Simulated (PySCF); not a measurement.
# C2H8BFO: the cost of one run

Programs: PySCF 2.14.0, with density-fitted response routines of our own. Each step states its level of theory. These are calculated values for one molecule in the gas phase, unless marked as measured. Atoms are numbered from 0 throughout.

## 1. The molecule as given

13 atoms, charge 0, multiplicity 1; geometry from: GFN2-xTB. The atoms were then displaced at random by about 0.01 Å, so the start is not that level's minimum.

Bonds of the start (Å): C0–O1 1.42, O1–C2 1.43, O1–B3 1.72, B3–F4 1.38, C0–H5 1.12, C0–H6 1.10, C0–H7 1.06, C2–H8 1.08, C2–H9 1.11, C2–H10 1.08, B3–H11 1.18, B3–H12 1.17.

## 2. Optimising the geometry at PBE0-D3(BJ)/def2-SVP

What the job is given:

```
{"job": {"xc": "PBE0", "basis": "def2-SVP", "d3": "d3bj", "grid": 1, "shake": 0.01, "kind": "geom"}, "charge": 0, "multiplicity": 1}
C     -0.773410    -1.072730    -0.444520
O     -0.204310    -0.134670     0.456610
C     -0.682720     1.192720     0.232130
B      1.516460    -0.196670     0.360400
F      1.720620     0.183410    -0.945410
H     -1.884750    -1.002330    -0.347050
H     -0.499160    -0.821970    -1.479060
H     -0.416730    -2.033410    -0.192780
H     -1.751660     1.226760     0.367440
H     -0.202430     1.823830     1.005890
H     -0.385430     1.549980    -0.743240
H      1.744700    -1.339360     0.567550
H      1.824640     0.607550     1.151720
```

Command:

```
OMP_NUM_THREADS=1 python probes_run.py task.json out
```

This one command runs all jobs of the session in turn.

Q: Estimate the wall time and peak memory of this first job on 1 thread of Arm Neoverse V2, shared host.

About 46 s, with a peak of 0.46 GiB.
